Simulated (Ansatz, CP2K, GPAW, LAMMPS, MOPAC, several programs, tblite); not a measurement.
## GaN (4H polytype) from semi-empirical methods to plane-wave DFT

GaN built on the 4H polytype prototype, relaxed with r2SCAN in Ansatz, was computed with several methods. The symmetry is P6_3mc (No. 186, hexagonal); conventional cell a = 3.182 Å, c = 10.377 Å, 11.37 Å³ an atom. Ga has 4 N at 1.95 Å; N has 4 Ga at 1.95 Å. No spin polarisation. The prototype was imposed, so other structures may be more stable.

```yaml
crystal:
  lattice:
    - [3.18169, 0.00000, 0.00000]
    - [-1.59085, 2.75543, 0.00000]
    - [0.00000, 0.00000, 10.37729]
  atoms:
    - { symbol: Ga, position: [0.00000, 0.00000, 0.99964] }
    - { symbol: Ga, position: [0.33333, 0.66667, 0.24993] }
    - { symbol: Ga, position: [0.00000, 0.00000, 0.49964] }
    - { symbol: Ga, position: [0.66667, 0.33333, 0.74993] }
    - { symbol: N, position: [0.00000, 0.00000, 0.18764] }
    - { symbol: N, position: [0.33333, 0.66667, 0.43779] }
    - { symbol: N, position: [0.00000, 0.00000, 0.68764] }
    - { symbol: N, position: [0.66667, 0.33333, 0.93779] }
```

Gaps and times are for a single point on this cell; volume and bulk modulus come from each method's own relaxation or energy curve at fixed shape, which is too stiff where a cell has free coordinates or axes. Times are rough, from shared hosts (Arm Neoverse V2), and each method has its own mesh and cell size. A double dagger marks a value from a curve with shape and coordinates held. PM6 (MOPAC): levels, charges or heat of formation failed a check of plausibility, so no values are given. PM6 (MOPAC), PM7 (MOPAC), GFN1-xTB (tblite), GFN2-xTB (tblite) treat a cluster of cells at its zone centre, which samples few k points: where these miss a band edge, the gap comes out too large for that reason alone. Gaps from k meshes are read at a limited set of points (mesh, symmetry points, PBE's band edges), so each method's own least gap may be somewhat smaller. Force fields have no electrons; where one was fitted to this phase, its volume and modulus reflect the fit. xTB and the PM methods were fitted mostly to molecules, and can miss a solid's gap by electronvolts. Minimal bases can be far off for gaps. GLLB-SC's gap includes the derivative discontinuity. d marks a direct gap, i an indirect one (no mark: not told apart), a dash a value that wasn't computed or didn't pass its checks.

```
                              method              kind  gap (eV)  own volume (Å³/atom)  bulk modulus (GPa)  atoms computed  processor time
                     GaN.sw (LAMMPS)       force field         –                 11.48                206‡               8          0.14 s
                GaN.tersoff (LAMMPS)       force field         –                 11.38                208‡               8          0.16 s
                         PM7 (MOPAC)    semi-empirical      3.01                     –                   –              72           3.1 s
                         PM6 (MOPAC)    semi-empirical         –                     –                   –              72           3.5 s
light PBE (260 eV and a coarse mesh)  light plane-wave    1.48 d                     –                   –               8           3.8 s
                   GFN1-xTB (tblite)     tight binding      1.45                     –                   –              72             6 s
                   GFN2-xTB (tblite)     tight binding      1.89                10.94‡                132‡              72           8.6 s
                                 PBE         semilocal    1.84 d                 11.76                172‡               8            21 s
                      PBE/SZV (CP2K)       small basis    2.00 d                12.21‡                166‡               8            22 s
                      GLLB-SC (GPAW)   model potential      2.68                     –                   –               8            38 s
                              r2SCAN         semilocal    2.26 d                 11.37                197‡               8            51 s
                     PBE/DZVP (CP2K)       small basis    1.83 d                11.92‡                168‡               8            80 s
```

Against r2SCAN (2.26 eV) and with closed or daggered gaps left aside, the nearest gap at the points sampled is that of PBE/SZV (CP2K) (-0.26 eV) and the farthest that of GFN1-xTB (tblite) (-0.81 eV). r2SCAN is only a yardstick of convenience: semilocal gaps usually lie below measured ones, which GLLB-SC and hybrids aim to mend.

Volumes against r2SCAN's: GaN.sw (LAMMPS) +1.0 %, GaN.tersoff (LAMMPS) +0.1 %, PBE +3.4 %.
